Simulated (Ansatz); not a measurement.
# NaF: the cost of one run

Computed with Ansatz 0.2.0 (reference: DFT, HSE06, plane waves, PAW, unless a step's input says otherwise).

1 further run of the same task is left out (for a known fault of the program).

**1. Starting point**

It takes space group Fm-3m (No. 225, cubic). Conventional cell: a = 4.594 Å, b = 4.594 Å, c = 4.594 Å, α = 90.00°, β = 90.00°, γ = 90.00°. Around Na (site symmetry m-3m) lie 6 F at 2.30 Å. F (site symmetry m-3m) has 6 Na at 2.30 Å as nearest neighbours.

As a file:

```
Na F
1.0
     0.00000    2.29717    2.29717
     2.29717    0.00000    2.29717
     2.29717    2.29717    0.00000
Na F
1 1
Direct
  0.00000 0.00000 0.00000
  0.50000 0.50000 0.50000
```

**2. Reference**

Input file input.yaml:

```yaml
crystal:
  lattice:
    - [0.0, 2.2971680881, 2.2971680881]
    - [2.2971680881, 0.0, 2.2971680881]
    - [2.2971680881, 2.2971680881, 0.0]
  atoms:
    - { symbol: Na, position: [0.0, 0.0, 0.0] }
    - { symbol: F, position: [0.5, 0.5, 0.5] }
kpoints:
  mp_grid: { grid: [4, 4, 4] }
hamiltonian:
  xc: hse06
scf:
  occupations: { method: fixed }
  n_extra_bands: 4
output:
  forces: true
  stress: true
  eigenvalues: true
```

Run with:

```
$ ansatz run input.yaml --threads 4 --pin off --max-ram 3686MiB --backend cpu --events-out ev --progress --plain --runs-dir out
```

**Question.** How long does this run take on 4 threads of Arm Neoverse N1, shared host, and how much memory does it need?

About 3.3 s, with a peak of 0.4 GiB.
